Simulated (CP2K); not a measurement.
Crystal: BiTe.

```
Bi Te
1.0
     4.33941    0.00000    0.00000
     1.63419    4.01993    0.00000
     1.63419    1.09973    3.86658
Bi Te
1 1
Direct
  0.50000 0.50000 0.50000
  0.00000 0.00000 0.00000
```

The cell comes from a database or a generator and needn't be the stable form of this composition.

Base run:

- Program: CP2K 2026.2
- Functional: PBE
- Potentials or basis: POTENTIAL_UZH Bi GTH-PBE-q5, Te GTH-PBE-q6; ccGRB-D basis
- Density cutoff: 6123 eV
- k mesh: 7 × 7 × 7
- Occupations: fermi-dirac, width 0.05 eV
- Spin: no spin polarisation

Its results: band gap on the k mesh none (metal or under the smearing width); pressure 2.1 GPa.

**Question.** The run is repeated on the same cell with these changes: potentials or basis from POTENTIAL_UZH Bi GTH-PBE-q5, Te GTH-PBE-q6; ccGRB-D basis to POTENTIAL_UZH Bi GTH-PBE-q5, Te GTH-PBE-q6; TZV2P-MOLOPT-PBE-GTH basis; basis sets from Bi ccGRB-D-q5, Te ccGRB-D-q6 to Bi TZV2P-MOLOPT-PBE-GTH-q5, Te TZV2P-MOLOPT-PBE-GTH-q6. What comes out?

**Answer.** Band gap on the k mesh none (metal or under the smearing width); pressure 0.3 GPa.

Caveats: spin-orbit coupling is left out, which moves the levels of the heavy elements; the basis of atomic orbitals isn't converged, which shifts pressures, moduli and gaps.
